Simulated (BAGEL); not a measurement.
# A workflow on InH2OF (SMILES [OH][InH][F])

Wanted: a single-point energy (HF/ANO-RCC-VDZP), then a single-point energy (NEVPT2(2,2)/ANO-RCC-VDZP) of InH2OF. 

The results are computed with BAGEL 1.2.2.

2 further runs of the same task are left out: 2 set aside as unsound or not needed.

## Step 1: The structure to begin with

InH2OF: 5 atoms, total charge 0, spin state singlet. SMILES: `[OH][InH][F]`. One bond was lengthened or shortened from a relaxed shape.

Bond lengths: O1–In2 1.966 Å, In2–F3 1.944 Å, O1–H4 0.960 Å, In2–H5 1.945 Å. Angles: O1–In2–F3 106.4°, O1–In2–H5 133.9°, F3–In2–H5 119.7°, In2–O1–H4 113.6°.

## Step 2: The energy at HF/ANO-RCC-VDZP (DKH2, density fitting with AutoAux) (run 1)

calc.json

```json
{ "bagel": [

{
  "title": "molecule",
  "basis": "ano-rcc-vdzp.json",
  "df_basis": "ano-rcc-vdzp-autoaux.json",
  "angstrom": "false",
  "dkh": "true",
  "geometry": [
    { "atom": "O", "xyz": [    -2.67541567,    -1.05398341,    -1.14788012 ] },
    { "atom": "In", "xyz": [     0.64974642,    -0.32001378,     0.34009023 ] },
    { "atom": "F", "xyz": [     1.98351512,    -3.52725696,     1.53345228 ] },
    { "atom": "H", "xyz": [    -3.51766660,     0.41187715,    -1.80607173 ] },
    { "atom": "H", "xyz": [     2.62388472,     2.74898459,     0.77516566 ] }
  ]
},

{ "title": "hf" },

{ "title": "print", "file": "orbitals.molden", "orbitals": "true" }

]}
```

The basis set ANO-RCC-VDZP is read from a file made from the Basis Set Exchange's data (not shown).

Started as:

```console
$ BAGEL_NUM_THREADS=1 BAGEL calc.json > calc.out
```

Standard output:

```text
* using 1 threads per process

  ===============================================================
  ===============================================================

  *** Geometry ***

  { "atom" : "O", "xyz" : [     -2.675416,     -1.053983,     -1.147880 ] },
  { "atom" : "In", "xyz" : [      0.649746,     -0.320014,      0.340090 ] },
  { "atom" : "F", "xyz" : [      1.983515,     -3.527257,      1.533452 ] },
  { "atom" : "H", "xyz" : [     -3.517667,      0.411877,     -1.806072 ] },
  { "atom" : "H", "xyz" : [      2.623885,      2.748985,      0.775166 ] },

  Number of auxiliary basis functions:      948

  Since a DF basis is specified, we compute 2- and 3-index integrals:
    o Being stored without compression. Storage requirement is 0.050 GB

  Number of basis functions:       81
  Number of electrons      :       68

    * METHOD: MOLECULE                             2.56

  *** RHF ***

  === Nuclear Repulsion ===
   269.7250598592

      * DIIS with orbital gradients will be used.

  === RHF iteration (ano-rcc-vdzp.json) ===
      0      -6052.28445847          0.03136967           0.39
      1      -6052.40360564          0.02940113           0.38
      2      -6052.75714542          0.00191307           0.38
      3      -6052.75938725          0.00094280           0.38
      4      -6052.75986916          0.00020068           0.38
      5      -6052.75990388          0.00008515           0.38
      6      -6052.75990974          0.00003111           0.38
      7      -6052.75991116          0.00001052           0.38
      8      -6052.75991129          0.00000462           0.38
      9      -6052.75991130          0.00000113           0.38
     10      -6052.75991130          0.00000059           0.38
     11      -6052.75991131          0.00000025           0.38
     12      -6052.75991130          0.00000012           0.38
     13      -6052.75991130          0.00000004           0.38
     14      -6052.75991130          0.00000002           0.38
     15      -6052.75991130          0.00000001           0.38
    * SCF iteration converged.

    * Permanent dipole moment:
           (    0.020502,    -1.853425,     0.325730) a.u.

    * METHOD: HF                                   8.13

    * METHOD: PRINT                                0.02

  ===============================================================
```

Wall time 11 s (1 thread of Arm Neoverse N1, shared host); peak memory 0.21 GiB.

## Step 3: A single-point energy at NEVPT2(2,2)/ANO-RCC-VDZP (DKH2, density fitting with AutoAux) (run 2)

input.json

```json
{ "bagel": [

{
  "title": "molecule",
  "basis": "ano-rcc-vdzp.json",
  "df_basis": "ano-rcc-vdzp-autoaux.json",
  "dkh": "true",
  "geometry": [
    { "atom": "O", "xyz": [    -2.67541567,    -1.05398341,    -1.14788012 ] },
    { "atom": "In", "xyz": [     0.64974642,    -0.32001378,     0.34009023 ] },
    { "atom": "F", "xyz": [     1.98351512,    -3.52725696,     1.53345228 ] },
    { "atom": "H", "xyz": [    -3.51766660,     0.41187715,    -1.80607173 ] },
    { "atom": "H", "xyz": [     2.62388472,     2.74898459,     0.77516566 ] }
  ]
},

{ "title": "hf", "charge": 0 },

{
  "title": "nevpt2",
  "nstate": 1,
  "nact": 2,
  "nclosed": 33,
  "charge": 0,
  "active": [34, 39],
  "maxiter": 200,
  "natocc": "true",
  "ncore": 20
},

{ "title": "print", "file": "orbitals.molden", "orbitals": "true" }

]}
```

The basis set ANO-RCC-VDZP is read from a file made from the Basis Set Exchange's data (not shown).

Started as:

```console
$ BAGEL_NUM_THREADS=1 BAGEL input.json > input.out
```

Standard output:

```text
* using 1 threads per process

  ===============================================================
  ===============================================================

  *** Geometry ***

  { "atom" : "O", "xyz" : [     -2.675416,     -1.053983,     -1.147880 ] },
  { "atom" : "In", "xyz" : [      0.649746,     -0.320014,      0.340090 ] },
  { "atom" : "F", "xyz" : [      1.983515,     -3.527257,      1.533452 ] },
  { "atom" : "H", "xyz" : [     -3.517667,      0.411877,     -1.806072 ] },
  { "atom" : "H", "xyz" : [      2.623885,      2.748985,      0.775166 ] },

  Number of auxiliary basis functions:      948

  Since a DF basis is specified, we compute 2- and 3-index integrals:
    o Being stored without compression. Storage requirement is 0.050 GB

  Number of basis functions:       81
  Number of electrons      :       68

    * METHOD: MOLECULE                             2.56

  *** RHF ***

  === Nuclear Repulsion ===
   269.7250598592

      * DIIS with orbital gradients will be used.

  === RHF iteration (ano-rcc-vdzp.json) ===
      0      -6052.28445847          0.03136967           0.40
      1      -6052.40360564          0.02940113           0.38
      2      -6052.75714542          0.00191307           0.38
      3      -6052.75938725          0.00094280           0.38
      4      -6052.75986916          0.00020068           0.38
      5      -6052.75990388          0.00008515           0.38
      6      -6052.75990974          0.00003111           0.38
      7      -6052.75991116          0.00001052           0.38
      8      -6052.75991129          0.00000462           0.38
      9      -6052.75991130          0.00000113           0.38
     10      -6052.75991130          0.00000059           0.38
     11      -6052.75991131          0.00000025           0.38
     12      -6052.75991130          0.00000012           0.38
     13      -6052.75991130          0.00000004           0.38
     14      -6052.75991130          0.00000002           0.38
     15      -6052.75991130          0.00000001           0.38
    * SCF iteration converged.

    * Permanent dipole moment:
           (    0.020502,    -1.853425,     0.325730) a.u.

    * METHOD: HF                                   8.18

    * freezing 20 orbitals
  ---------------------------
      CASSCF calculation
  ---------------------------

    ==== Active orbitals : =====
         Orbital 34
         Orbital 39
    ============================

    * nstate   :      1
    * nclosed  :     33
    * nact     :      2
    * nvirt    :     46
  === CASSCF iteration (ano-rcc-vdzp.json) ===

    * Using the second-order algorithm

      0  0     -6052.76007646     3.92e-05      0.14

      1  0     -6052.76055849     1.06e-04      1.68

      2  0     -6052.76638465     6.57e-04      1.56

      3  0     -6052.77771142     1.25e-03      1.60

      4  0     -6052.78086518     2.01e-04      1.71

      5  0     -6052.78096031     6.70e-05      1.68

      6  0     -6052.78096332     1.73e-05      1.65

      7  0     -6052.78096348     4.15e-06      1.76

      8  0     -6052.78096348     9.70e-07      1.72

      9  0     -6052.78096348     2.25e-07      1.76

     10  0     -6052.78096348     5.20e-08      1.65

     11  0     -6052.78096348     1.21e-08      1.54

     12  0     -6052.78096348     2.78e-09      1.43

    * Second-order optimization converged. *

     guess   0:   closed 1.                   open ..

  === FCI iteration ===

      0  0     -6052.75939304     6.52e-02      0.00
      1  0     -6052.78094853     1.39e-03      0.00
      2  0 *   -6052.78096348     5.88e-17      0.00

     * ci vector, state   0, <S^2> = 0.0000
       2.     0.9865756865
       .2    -0.1633046685

  === DF-NEVPT2 calculation ===

    * 3-index integral transformation done
    * assembly done

      NEVPT2 correlation energy:   -0.8239093593      0.22

          (+0)     -0.7299720860
          (+0)'    -0.0337748963
          (+1)     -0.0163565153
          (+1)'    -0.0043492840
          (+2)     -0.0002714314
          (-1)     -0.0277083233
          (-1)'    -0.0048956791
          (-2)     -0.0065811438

      NEVPT2 total energy:       -6053.6048728438

    * METHOD: NEVPT2                              22.46

    * METHOD: PRINT                                0.02

  ===============================================================
```

Wall time 34 s (1 thread of Arm Neoverse N1, shared host); peak memory 0.23 GiB.

## Step 4: What came out

| quantity | value |
| --- | --- |
| run 1, HF/ANO-RCC-VDZP: total energy | -6052.75991 Eh |
| run 1, HF/ANO-RCC-VDZP: dipole moment | 4.78 D |
| run 1, HF/ANO-RCC-VDZP: HOMO energy | -12.38 eV |
| run 1, HF/ANO-RCC-VDZP: LUMO energy | 0.97 eV |
| run 1, HF/ANO-RCC-VDZP: HOMO–LUMO gap | 13.35 eV |
| run 2, NEVPT2(2,2)/ANO-RCC-VDZP: total energy | -6053.60487 Eh |
